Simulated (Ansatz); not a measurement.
# C4H7Al: the cost of one run

The runs use Ansatz 0.2.0, Gaussian basis; PBE/6-31G* with D3(BJ) dispersion.

## Step 1: Structure used throughout

An earlier PBE0-D4 in a triple-zeta def2 set relaxation fixed the geometry.

12 atoms, charge 0, spin multiplicity 1.

Atoms are counted from 1 here; the program's logs count them from 0.

Bond lengths: C1–C2 1.211 Å, C1–H6 1.067 Å, C2–Al3 1.919 Å, Al3–C4 1.947 Å, Al3–C5 1.947 Å, C4–H7 1.095 Å, C4–H8 1.096 Å, C4–H9 1.092 Å, C5–H10 1.095 Å, C5–H11 1.095 Å, C5–H12 1.093 Å. Angles: C2–C1–H6 180.0°, C1–C2–Al3 179.8°, C2–Al3–C4 118.9°, C2–Al3–C5 117.4°, C4–Al3–C5 123.7°, Al3–C4–H7 110.9°, Al3–C4–H8 110.8°, Al3–C4–H9 112.8°, H7–C4–H8 106.2°, H7–C4–H9 108.0°, H8–C4–H9 107.9°, Al3–C5–H10 110.6°, Al3–C5–H11 110.8°, Al3–C5–H12 113.2°, H10–C5–H11 106.1°, H10–C5–H12 107.8°, H11–C5–H12 108.0°.

## Step 2: Dynamics

in.yaml reads:

```yaml
crystal:
  periodic: [false, false, false]
  atoms:
    - {symbol: C, position_ang: [-0.511330, 2.973181, 0.516983]}
    - {symbol: C, position_ang: [-0.307982, 1.795970, 0.315601]}
    - {symbol: Al, position_ang: [0.008952, -0.070119, 0.001243]}
    - {symbol: C, position_ang: [-0.814840, -1.376176, 1.187557]}
    - {symbol: C, position_ang: [1.151390, -0.544346, -1.502384]}
    - {symbol: H, position_ang: [-0.690297, 4.009745, 0.693942]}
    - {symbol: H, position_ang: [-0.055502, -2.009492, 1.658967]}
    - {symbol: H, position_ang: [-1.470499, -2.051834, 0.627423]}
    - {symbol: H, position_ang: [-1.407070, -0.913801, 1.979880]}
    - {symbol: H, position_ang: [2.155804, -0.128248, -1.368920]}
    - {symbol: H, position_ang: [0.766045, -0.116693, -2.433800]}
    - {symbol: H, position_ang: [1.252329, -1.623188, -1.642493]}
basis:
  gaussian: {orbitals: "6-31G*"}
hamiltonian: {xc: {name: PBE}, dispersion: d3bj}
md: {timestep: 1 fs, n_steps: 50, ensemble: nve, temperature: 1500, initial_velocities: maxwell_boltzmann, seed: 984}
```

Run with:

```sh
$ ansatz run in.yaml --threads 4 --pin off --events-out ev --progress --plain --max-ram 10444MiB
```

**Question.** How long does this run take on 4 threads of Arm Neoverse V1, shared host, and how much memory does it need?

About 48 s, with a peak of 0.46 GiB.
